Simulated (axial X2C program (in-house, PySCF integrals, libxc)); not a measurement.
**All-electron X2C curves of NbCl⁺**

Aim: find the lowest determinant of NbCl⁺, scan the bond at several levels and fit the constants, once spin-free and once with spin–orbit coupling.

The runs use an in-house X2C program for linear molecules on PySCF integrals; all-electron X2C, Nb dyall-cv3z, Cl dyall-av3z.

All values are calculated.

## (1) Set-up

File task.json:

```json
{"zs": [41, 17], "q": 1, "bas": ["dyall-cv3z", "dyall-av3z"], "levels": ["PBE0", "HF", "BLYP"], "cc": true, "r0": 2.46, "thr": -1.0, "nmax": 90, "npts": 10, "nst": 2, "ntry": 6}
```

Keys: zs atomic numbers; q charge; bas basis sets; levels methods (HF also brings MP2); cc coupled cluster on or off; r0 starting distance in Å; thr threshold in hartree for freezing inner shells (an s shell follows its p shell); nmax most natural virtual spinors; npts points asked for on the curve; nst determinants followed; ntry starts of the search.

Run with:

```
$ python so2c.py task.json out
```

Spin-free means the one-electron spin-free X2C Hamiltonian; two-component (2c) means X2C with spin–orbit coupling and atomic mean-field two-electron Coulomb and Gaunt terms. Basis: Nb dyall-cv3z contracted to [11s12p9d5f3g], Cl dyall-av3z contracted to [9s8p3d2f]; Gaussian nuclei, density fitting. Masses: Nb 92.906 u, Cl 34.969 u.

Notation: σ, π±, δ± give the projection m of an orbital's angular momentum (0, ±1, ±2), α and β its spin, Λ and M_S the sums; ω is the projection of a spinor's total angular momentum and Ω the sum. Logs are in hartree.

The results follow Hamiltonian by Hamiltonian and level by level.

## (2) Which state to follow

PBE0 moves the distance from 2.460 Å to 2.183 Å and compares determinants there.

Spin-free determinants:

```csv
ΔE (eV),state,open shells
0.00,"M_S = 3/2, Λ = 0","beyond closed shells: σα, δ+α, δ-α"
0.31,"M_S = 3/2, Λ = 1","beyond closed shells: π+α, δ+α, δ-α"
0.67,"M_S = 3/2, Λ = 3","beyond closed shells: σα, π+α, δ+α"
0.77,"M_S = 3/2, Λ = 1","beyond closed shells: σα, π-α, δ+α"
0.79,"M_S = 3/2, Λ = 2","beyond closed shells: π+α, π-α, δ+α"
1.11,"M_S = 1/2, Λ = 1","beyond closed shells: π+β, δ+α, δ-α"
1.26,"M_S = 1/2, Λ = 0","beyond closed shells: σβ, δ+α, δ-α"
```

Two-component determinants:

```csv
ΔE (eV),state,open shells
0.00,Ω = 3/2,"excess of +ω over −ω: ω = 1/2, ω = -3/2, ω = 5/2"
0.27,Ω = 1/2,"excess of +ω over −ω: ω = -1/2, ω = -3/2, ω = 5/2"
0.34,Ω = 5/2,excess of +ω over −ω: ω = 5/2
0.57,Ω = 3/2,excess of +ω over −ω: ω = 3/2
0.75,Ω = 1/2,excess of +ω over −ω: ω = 1/2
0.77,Ω = 9/2,"excess of +ω over −ω: ω = 1/2, ω = 3/2, ω = 5/2"
0.80,Ω = 5/2,excess of +ω over −ω: ω = 5/2
```

## (3) PBE0, spin-free

State followed: M_S = 3/2, Λ = 0 (beyond closed shells: σα, δ+α, δ-α). The scan is laid around 2.183 Å, a first estimate of the minimum, and this SCF restarts from the orbitals of the search.

The SCF at the reference distance of 2.183 Å:

```text
spin-free X2C-1e  PBE0
basis functions 216  fitting functions 1010  grid points 5080
iter        total energy     max residual
   1      -4280.408134557     2.70e-05
   2      -4280.408134561     1.05e-05
converged
one-electron -6230.22756417  Coulomb 1928.53340773  exact exchange -36.32106439  xc functional -111.35146435  nuclear repulsion 168.95855062
```

Along the bond, energies from the lowest point:

```
R (Å)  E (eV)  μ (D)  HOMO (eV)  LUMO (eV)  iterations
1.899  1.2452  -2.91     -11.74      -8.63          51
1.986  0.5136  -3.41     -11.84      -8.83          41
2.052  0.2024  -3.80     -11.93      -8.97          33
2.118  0.0433  -4.19     -12.03      -9.10          29
2.183  0.0000  -4.58     -12.14      -9.22           2
2.259  0.0584  -5.02     -12.26      -9.35          26
2.336  0.2009  -5.46     -12.39      -9.47          26
2.434  0.4667  -5.99     -12.55      -9.63          28
2.554  0.8663  -6.59     -12.73      -9.80          31
```

Dipoles are positive if Cl is the positive end and refer to the centre of mass.

Outer orbitals at the reference distance:

| symmetry | occupied | ε (eV) | atomic character |
| --- | --- | --- | --- |
| σβ | yes | -28.64 | 72% Cl s, 10% Nb d, 8% Nb p |
| σα | yes | -28.50 | 72% Cl s, 10% Nb d, 8% Nb p |
| σα | yes | -16.76 | 68% Cl p, 24% Nb d, 3% Cl s |
| σβ | yes | -16.47 | 76% Cl p, 14% Nb d, 3% Nb s |
| π-β | yes | -15.56 | 77% Cl p, 13% Nb d, 5% Nb f |
| π+β | yes | -15.56 | 77% Cl p, 13% Nb d, 5% Nb f |
| π-α | yes | -15.53 | 72% Cl p, 18% Nb d, 4% Nb f |
| π+α | yes | -15.53 | 72% Cl p, 18% Nb d, 4% Nb f |
| δ-α | yes | -12.65 | 99% Nb d |
| δ+α | yes | -12.65 | 99% Nb d |
| σα | yes | -12.14 | 48% Nb d, 31% Nb s, 16% Cl p |
| π-α | no | -9.22 | 77% Nb d, 11% Cl p, 4% Nb p |
| π+α | no | -9.22 | 77% Nb d, 11% Cl p, 4% Nb p |
| π-β | no | -8.07 | 81% Nb d, 7% Cl p, 5% Cl d |
| π+β | no | -8.07 | 81% Nb d, 7% Cl p, 5% Cl d |

PBE0 fields in the half plane through the axis: z from -2.4 to 4.5 Å across, distance from the axis 0.15 to 2.25 Å upwards; Nb lies at z = 0 and Cl at z = 2.183 Å; the ELF is damped to zero where the density is low.

log10 density (e/bohr³). Ten even steps from ' ' (-5.29 ) to '@' (1.63 ):
```
    ..::::::--------------::::::::::::......    
  ....::::------====----------------::::::....  
  ..::::----========================----::::....
  ..::::--====++++++========++++++====----::::..
....::----==++++**++++++++++++++++++++==----::..
..::::--==++**********++++**********++++==--::::
..::--==++++**######**********##******++==----::
..::--==++**##%%@@%%##******##@@%%****++==----::
```

ELF. Ten even steps from '0' (0.00 ) to '9' (0.89 ):
```
000001234321000000000000
000002455431111111000000
000002466532234443210000
000001366521367776531000
000000367511589998753100
000001489721699999975200
000025862662696119986300
001369935394681983997310
```

Re = 2.180 Å, ωe = 469 cm⁻¹, ωexe = 1.33 cm⁻¹, Be = 0.1397 cm⁻¹, De = 4.10 eV, μ = -4.56 D.

## (4) HF, spin-free

Output at 2.183 Å:

```text
spin-free X2C-1e  HF
basis functions 216  fitting functions 1010  grid points 5080
iter        total energy     max residual
   1      -4278.019863391     3.63e-01
   2      -4278.049481077     1.28e-02
   3      -4278.051924305     3.98e-02
   4      -4278.052634523     5.28e-03
   5      -4278.052803932     4.45e-03
   6      -4278.052880189     3.91e-03
   7      -4278.052908938     1.28e-03
   8      -4278.052913741     2.01e-04
   9      -4278.052914348     1.77e-04
  10      -4278.052914447     5.84e-05
  11      -4278.052914465     7.10e-06
  12      -4278.052914468     1.19e-05
  13      -4278.052914469     3.41e-06
  14      -4278.052914469     7.83e-07
converged
one-electron -6229.29452966  Coulomb 1927.68202081  exact exchange -145.39895623  xc functional 0.00000000  nuclear repulsion 168.95855062
```

Re = 2.259 Å, ωe = 424 cm⁻¹, ωexe = 0.949 cm⁻¹, Be = 0.13 cm⁻¹, De = 2.50 eV, μ = -6.89 D.

## (5) BLYP, spin-free

Output at 2.183 Å:

```text
spin-free X2C-1e  BLYP
basis functions 216  fitting functions 1010  grid points 5080
iter        total energy     max residual
   1      -4281.008745134     1.36e-01
   2      -4281.012775532     2.54e-02
   3      -4281.016203748     2.77e-02
   4      -4281.016963922     6.79e-03
   5      -4281.017095664     4.24e-03
   6      -4281.017136247     2.18e-03
   7      -4281.017140997     1.44e-04
   8      -4281.017141140     9.16e-05
   9      -4281.017141167     2.31e-05
  10      -4281.017141171     1.57e-05
converged
one-electron -6230.06330991  Coulomb 1928.34042047  exact exchange 0.00000000  xc functional -148.25280236  nuclear repulsion 168.95855062
```

Re = 2.205 Å, ωe = 449 cm⁻¹, ωexe = 1.4 cm⁻¹, Be = 0.1364 cm⁻¹, De = 4.44 eV, μ = -3.90 D.

## (6) MP2 and beyond, spin-free

Correlated methods: 11 electrons correlated (frozen shells, counted by type: Nb 4 s, 3 p, 1 d; Cl 2 s, 1 p), 293 virtual spinors in MP2, 90 natural virtuals in coupled cluster.

Output of the correlated part at 2.183 Å:

```text
correlated 11  virtual 293  natural virtual 90  E(MP2) -0.258450653  MP2 remainder -0.008654146
iter   CCSD correlation   residual
   1     -0.260519564   1.18e-01
   2     -0.266502219   5.89e-02
   3     -0.269677944   2.84e-02
   4     -0.269968851   1.45e-02
   5     -0.270162883   7.67e-03
   6     -0.270218736   4.42e-03
   7     -0.270217470   1.87e-03
   8     -0.270230185   7.46e-04
   9     -0.270218632   3.13e-04
  10     -0.270221996   1.37e-04
  11     -0.270220741   5.71e-05
  12     -0.270221474   2.70e-05
  13     -0.270221442   1.12e-05
  14     -0.270221467   4.47e-06
  15     -0.270221465   2.17e-06
(T) -0.013825453  T1 0.0325  D1 0.0483  max T2 0.081
```

T1 in the output is the amplitude norm over the root of the electron number; divide by √2 for the Lee–Taylor value.

MP2: Re = 2.203 Å, ωe = 450 cm⁻¹, Be = 0.1367 cm⁻¹, De = 4.06 eV.

CCSD: Re = 2.213 Å, ωe = 449 cm⁻¹, ωexe = 1.17 cm⁻¹, Be = 0.1355 cm⁻¹, De = 3.83 eV. T1 at Re = 0.023 (Lee–Taylor, the printed value over √2).

CCSD(T): Re = 2.211 Å, ωe = 450 cm⁻¹, ωexe = 1.21 cm⁻¹, Be = 0.1357 cm⁻¹, De = 4.02 eV. T1 at Re = 0.023 (Lee–Taylor, the printed value over √2).

## (7) A higher determinant, spin-free

State: M_S = 3/2, Λ = 1 (beyond closed shells: π+α, δ+α, δ-α).

Output at the reference distance:

```text
spin-free X2C-1e  PBE0
basis functions 216  fitting functions 1010  grid points 5080
iter        total energy     max residual
   1      -4280.396889878     4.53e-05
   2      -4280.396889884     3.77e-05
   3      -4280.396889902     1.03e-05
   4      -4280.396889904     4.04e-06
converged
one-electron -6231.98891609  Coulomb 1930.37136160  exact exchange -36.33744362  xc functional -111.40044242  nuclear repulsion 168.95855062
```

```
R (Å)  E above the lowest PBE0 point (eV)
1.899                               2.004
1.986                               1.098
2.052                               0.677
2.118                               0.425
2.183                               0.306
2.259                               0.294
2.336                               0.384
2.434                               0.603
2.554                               0.969
```

Re = 2.228 Å, ωe = 460 cm⁻¹, ωexe = 1.23 cm⁻¹, Be = 0.1337 cm⁻¹, μ = -5.08 D. Te = 0.28 eV.

## (8) The spin-free curves together

Energy (eV) of the followed determinant, spin-free, from each level's lowest point:

```
R (Å)   PBE0     HF    MP2   CCSD  CCSD(T)   BLYP
1.899  1.245  1.848  1.400    n/a      n/a  1.418
1.986  0.514  0.925  0.615  0.672    0.664  0.627
2.052  0.202  0.484  0.267  0.302    0.296  0.275
2.118  0.043  0.206  0.075  0.090    0.087  0.078
2.183  0.000  0.054  0.000  0.000    0.000  0.000
2.259  0.058  0.000  0.024  0.010    0.013  0.021
2.336  0.201  0.044  0.135  0.110    0.115  0.128
2.434  0.467  0.205  0.365  0.331    0.339  0.351
2.554  0.866  0.507  0.731    n/a      n/a  0.699
```

## (9) PBE0, 2c

State followed: Ω = 3/2 (excess of +ω over −ω: ω = 1/2, ω = -3/2, ω = 5/2). The scan is laid around 2.183 Å, a first estimate of the minimum, and this SCF restarts from the orbitals of the search.

The SCF at the reference distance of 2.183 Å:

```text
two-component X2C + atomic mean field  PBE0
basis functions 216  fitting functions 1010  grid points 5080
iter        total energy     max residual
   1      -4278.841269990     5.12e-05
   2      -4278.841269994     3.68e-05
   3      -4278.841270006     4.49e-06
   4      -4278.841270006     5.36e-06
converged
one-electron -6226.07432088  Coulomb 1927.70256034  exact exchange -36.30529955  xc functional -111.30365854  nuclear repulsion 168.95855062  atomic mean-field constant -1.81910200
```

Along the bond, energies from the lowest point:

```
R (Å)  E (eV)  μ (D)  HOMO (eV)  LUMO (eV)  iterations
1.899  1.2464  -2.90     -11.74      -8.66          52
1.986  0.5146  -3.41     -11.84      -8.86          42
2.052  0.2030  -3.79     -11.93      -9.00          36
2.118  0.0436  -4.18     -12.03      -9.13          30
2.183  0.0000  -4.57     -12.14      -9.25           4
2.259  0.0580  -5.02     -12.26      -9.38          28
2.336  0.2001  -5.45     -12.39      -9.51          30
2.434  0.4654  -5.98     -12.55      -9.66          30
2.554  0.8645  -6.58     -12.72      -9.83          30
```

Dipoles are positive if Cl is the positive end and refer to the centre of mass.

Outer spinors at the reference distance:

| ω | occupied | ε (eV) | atomic character | λ mixture |
| --- | --- | --- | --- | --- |
| -1/2 | yes | -28.64 | 72% Cl s, 10% Nb d, 8% Nb p | 100% σ |
| 1/2 | yes | -28.50 | 72% Cl s, 10% Nb d, 8% Nb p | 100% σ |
| 1/2 | yes | -16.76 | 68% Cl p, 24% Nb d, 3% Cl s | 100% σ |
| -1/2 | yes | -16.47 | 76% Cl p, 14% Nb d, 3% Nb s | 100% σ |
| 1/2 | yes | -15.60 | 77% Cl p, 13% Nb d, 5% Nb f | 100% π |
| -1/2 | yes | -15.57 | 72% Cl p, 18% Nb d, 4% Nb f | 100% π |
| -3/2 | yes | -15.52 | 77% Cl p, 13% Nb d, 5% Nb f | 100% π |
| 3/2 | yes | -15.49 | 72% Cl p, 18% Nb d, 4% Nb f | 100% π |
| -3/2 | yes | -12.72 | 99% Nb d | 100% δ |
| 5/2 | yes | -12.58 | 99% Nb d | 100% δ |
| 1/2 | yes | -12.14 | 48% Nb d, 31% Nb s, 16% Cl p | 100% σ |
| -1/2 | no | -9.25 | 77% Nb d, 11% Cl p, 4% Nb p | 100% π |
| 3/2 | no | -9.18 | 77% Nb d, 11% Cl p, 4% Nb p | 100% π |
| 1/2 | no | -8.12 | 74% Nb d, 7% Cl p, 6% Nb p | 90% π, 10% σ |
| -3/2 | no | -8.04 | 81% Nb d, 7% Cl p, 5% Cl d | 100% π |

PBE0 fields in the half plane through the axis: z from -2.4 to 4.5 Å across, distance from the axis 0.15 to 2.25 Å upwards; Nb lies at z = 0 and Cl at z = 2.183 Å; the ELF is damped to zero where the density is low.

log10 density (e/bohr³). Ten even steps from '0' (-5.29 ) to '9' (1.63 ):
```
001222333333322222211100
011223334433333333222110
012233444444444444332211
012234455544445554433221
112334556555555555543321
122345666665566666554322
123455677766666766654332
123456789876667986654332
```

ELF. Ten even steps from ' ' (0.00 ) to '@' (0.89 ):
```
          ..::--==--::..                        
          ::==++++==--..............            
          ::==****++--::::--======--::..        
          ..--****++::..--**######**++--..      
            --**##++....++%%@@@@@@%%##++--..    
          ..==%%@@##::..**@@@@@@@@@@@@##++::    
        ::++%%**::****::**@@**....@@@@%%**--    
    ..--**@@@@--++--@@==**%%..@@%%--@@@@##--..  
```

Re = 2.180 Å, ωe = 469 cm⁻¹, ωexe = 1.33 cm⁻¹, Be = 0.1396 cm⁻¹, De = 4.09 eV, μ = -4.55 D.

## (10) HF, 2c

The SCF at the reference distance of 2.183 Å:

```text
two-component X2C + atomic mean field  HF
basis functions 216  fitting functions 1010  grid points 5080
iter        total energy     max residual
   1      -4276.453510099     3.62e-01
   2      -4276.483144953     1.28e-02
   3      -4276.485595959     3.98e-02
   4      -4276.486310128     5.30e-03
   5      -4276.486482922     4.51e-03
   6      -4276.486562292     4.02e-03
   7      -4276.486593677     1.34e-03
   8      -4276.486600078     2.34e-04
   9      -4276.486601859     3.69e-04
  10      -4276.486603233     2.64e-04
  11      -4276.486604722     1.59e-04
  12      -4276.486605892     1.79e-04
  13      -4276.486606459     1.46e-04
  14      -4276.486606604     4.66e-05
  15      -4276.486606629     9.61e-06
  16      -4276.486606634     1.16e-05
  17      -4276.486606636     5.70e-06
  18      -4276.486606637     2.82e-06
converged
one-electron -6225.14497457  Coulomb 1926.85482179  exact exchange -145.33590249  xc functional 0.00000000  nuclear repulsion 168.95855062  atomic mean-field constant -1.81910200
```

Re = 2.260 Å, ωe = 423 cm⁻¹, ωexe = 0.944 cm⁻¹, Be = 0.1299 cm⁻¹, De = 2.44 eV, μ = -6.89 D.

## (11) BLYP, 2c

Output at 2.183 Å:

```text
two-component X2C + atomic mean field  BLYP
basis functions 216  fitting functions 1010  grid points 5080
iter        total energy     max residual
   1      -4279.441309636     1.42e-01
   2      -4279.445339392     2.55e-02
   3      -4279.448768460     2.90e-02
   4      -4279.449528455     7.10e-03
   5      -4279.449660245     4.45e-03
   6      -4279.449700971     2.28e-03
   7      -4279.449705729     1.43e-04
   8      -4279.449705875     9.70e-05
   9      -4279.449705904     2.35e-05
  10      -4279.449705908     1.73e-05
converged
one-electron -6225.91041276  Coulomb 1927.50992845  exact exchange 0.00000000  xc functional -148.18867021  nuclear repulsion 168.95855062  atomic mean-field constant -1.81910200
```

Re = 2.206 Å, ωe = 449 cm⁻¹, ωexe = 1.4 cm⁻¹, Be = 0.1364 cm⁻¹, De = 4.43 eV, μ = -3.89 D.

## (12) Correlated methods, 2c

Correlated methods: 11 electrons correlated (frozen shells, counted by type: Nb 4 s, 3 p, 1 d; Cl 2 s, 1 p), 293 virtual spinors in MP2, 90 natural virtuals in coupled cluster.

Output of the correlated part at 2.183 Å:

```text
correlated 11  virtual 293  natural virtual 90  E(MP2) -0.258468781  MP2 remainder -0.008673768
iter   CCSD correlation   residual
   1     -0.260538774   1.18e-01
   2     -0.266521829   5.88e-02
   3     -0.269694204   2.83e-02
   4     -0.269982763   1.45e-02
   5     -0.270174832   7.61e-03
   6     -0.270229741   4.38e-03
   7     -0.270228380   1.86e-03
   8     -0.270241037   7.40e-04
   9     -0.270229567   3.10e-04
  10     -0.270232908   1.36e-04
  11     -0.270231669   5.66e-05
  12     -0.270232398   2.69e-05
  13     -0.270232367   1.13e-05
  14     -0.270232392   4.78e-06
  15     -0.270232390   2.53e-06
(T) -0.013815315  T1 0.0325  D1 0.0482  max T2 0.080
```

MP2: Re = 2.204 Å, ωe = 449 cm⁻¹, Be = 0.1366 cm⁻¹, De = 4.02 eV.

CCSD: Re = 2.214 Å, ωe = 448 cm⁻¹, ωexe = 1.21 cm⁻¹, Be = 0.1354 cm⁻¹, De = 3.79 eV. T1 at Re = 0.023 (Lee–Taylor, the printed value over √2).

CCSD(T): Re = 2.212 Å, ωe = 449 cm⁻¹, ωexe = 1.25 cm⁻¹, Be = 0.1356 cm⁻¹, De = 3.98 eV. T1 at Re = 0.023 (Lee–Taylor, the printed value over √2).

## (13) A higher determinant, 2c

State: Ω = 1/2 (excess of +ω over −ω: ω = -1/2, ω = -3/2, ω = 5/2).

Output at the reference distance:

```text
two-component X2C + atomic mean field  PBE0
basis functions 216  fitting functions 1010  grid points 5080
iter        total energy     max residual
   1      -4278.831465817     7.31e-05
   2      -4278.831465856     4.62e-05
   3      -4278.831465863     1.49e-05
converged
one-electron -6227.84296429  Coulomb 1929.54661377  exact exchange -36.32171362  xc functional -111.35285035  nuclear repulsion 168.95855062  atomic mean-field constant -1.81910200
```

```
R (Å)  E above the lowest PBE0 point (eV)
1.899                               1.964
1.986                               1.059
2.052                               0.638
2.118                               0.386
2.183                               0.267
2.259                               0.255
2.336                               0.345
2.434                               0.564
2.554                               0.929
```

Re = 2.228 Å, ωe = 460 cm⁻¹, ωexe = 1.23 cm⁻¹, Be = 0.1337 cm⁻¹, μ = -5.06 D. Te = 0.25 eV.

## (14) The 2c curves together

Energy (eV) of the followed determinant, 2c, from each level's lowest point:

```
R (Å)   PBE0     HF    MP2   CCSD  CCSD(T)   BLYP
1.899  1.246  1.852  1.403    n/a      n/a  1.419
1.986  0.515  0.928  0.617  0.672    0.664  0.628
2.052  0.203  0.486  0.269  0.303    0.298  0.275
2.118  0.044  0.207  0.075  0.091    0.088  0.078
2.183  0.000  0.055  0.000  0.000    0.000  0.000
2.259  0.058  0.000  0.023  0.009    0.012  0.020
2.336  0.200  0.043  0.133  0.108    0.114  0.127
2.434  0.465  0.203  0.362  0.328    0.335  0.350
2.554  0.864  0.504  0.727    n/a      n/a  0.697
```

The whole job took 4.5 min on 1 thread of Arm Neoverse V1, shared host; peak memory 0.73 GiB.

## (15) Constants

Lowest determinant that the search found at its distance, spin-free: M_S = 3/2, Λ = 0 (beyond closed shells: σα, δ+α, δ-α).

Lowest determinant that the search found at its distance, 2c: Ω = 3/2 (excess of +ω over −ω: ω = 1/2, ω = -3/2, ω = 5/2).

```tsv
Hamiltonian	level	Re (Å)	ωe (cm⁻¹)	De (eV)	μ (D)
spin-free	PBE0	2.180	469	4.10	-4.56
spin-free	HF	2.259	424	2.50	-6.89
spin-free	MP2	2.203	450	4.06	n/a
spin-free	CCSD	2.213	449	3.83	n/a
spin-free	CCSD(T)	2.211	450	4.02	n/a
spin-free	BLYP	2.205	449	4.44	-3.90
2c	PBE0	2.180	469	4.09	-4.55
2c	HF	2.260	423	2.44	-6.89
2c	MP2	2.204	449	4.02	n/a
2c	CCSD	2.214	448	3.79	n/a
2c	CCSD(T)	2.212	449	3.98	n/a
2c	BLYP	2.206	449	4.43	-3.89
```

Dipoles are positive if Cl is the positive end and refer to the centre of mass.

Time per point (s) on 1 thread of Arm Neoverse V1, shared host (2c runs; CCSD comes with the CCSD(T) run); the times are rough: PBE0 2.3, HF 1.9, MP2 2.2, CCSD(T) 6.6, BLYP 1.1.

**Reading.** At CCSD(T), going from spin-free to two-component changes Re by +1 mÅ, ωe by -0.1 %; the spin-free picture holds up (part of it comes from the scalar share of the two-electron terms). De moves by -0.04 eV; both De rest on single-determinant atoms, which can miss part of an open shell's spin–orbit lowering.

De refers to Nb+ + Cl, each in the lowest determinant found, which need not be this curve's own limit. The state is a single determinant with fixed occupations, the lowest that a limited PBE0 search found. De is counted from the lowest determinant-based energies of the atoms at the same level, without counterpoise correction. Density functionals use the spin component along the axis (collinear). Coupled cluster ran in a truncated set of natural virtual spinors; the MP2 energy of the rest was added. With several unpaired electrons one determinant need not be a pure state. With the outer-core shells frozen, correlated bond lengths of heavy atoms tend to come out a few hundredths of an ångström too long. T1 at Re is 0.023 (Lee–Taylor), above the customary mark of 0.02.
